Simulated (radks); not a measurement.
# Au⁵⁰⁺ in [Ar] 3d10 4s0.5 4f0.5: an all-electron calculation

The task here is to estimate one member of a computed series from the others.

Method: scalar-relativistic Kohn-Sham, PBEsol, spin-polarised, spherical densities, finite nucleus; open shells are filled with parallel spins first. Code: radks (a radial shooting solver on a logarithmic mesh, Libxc functionals) version 1.

### The atom as given

* element: gold (Z = 79)
* charge: +50
* electrons: 29
* configuration: [Ar] 3d10 4s0.5 4f0.5
* nuclear rms radius: 5.4371 fm

The first run:

Settings of this run:

```text
Z 79
configuration [Ar] 3d10 4s0.5 4f0.5
relativity scalar-relativistic
functional pbe_sol,pbe_sol
spin polarised
nucleus finite rms 5.4371 fm
c 137.035999084
```

One of the session's tables, all rows but one given; the rest of the session is left out.

It belongs to the step «Orbitals and density». Radial moments (bohr):

```
  level      <r>  outermost maximum (interpolated)  90 % within  nodes
  1s up  0.01687                            0.0104       0.0308      0
1s down  0.01687                            0.0104       0.0308      0
  2s up  0.07100                            0.0601        0.110      1
2s down  0.07100                            0.0601        0.110      1
  2p up  0.06407                            0.0497        0.104      0
2p down  0.06407                            0.0497        0.104      0
  3s up   0.1804                             0.168        0.264      2
3s down   0.1804                             0.168        0.264      2
  3p up   0.1806                             0.167        0.269      1
3p down   0.1805                             0.167        0.269      1
  3d up   0.1625                             0.135        0.250      0
3d down   0.1624                             0.135        0.250      0
  4s up        ?                                 ?            ?      ?
4s down   0.3552                             0.353        0.501      3
  4f up   0.3276                             0.288        0.480      0
4f down   0.3270                             0.288        0.479      0
```

Estimate the missing values for 4s up.

**Answer.** <r>: 0.3554; outermost maximum (interpolated): 0.353; 90 % within: 0.502; nodes: 3. In the column «<r>» it is the highest.
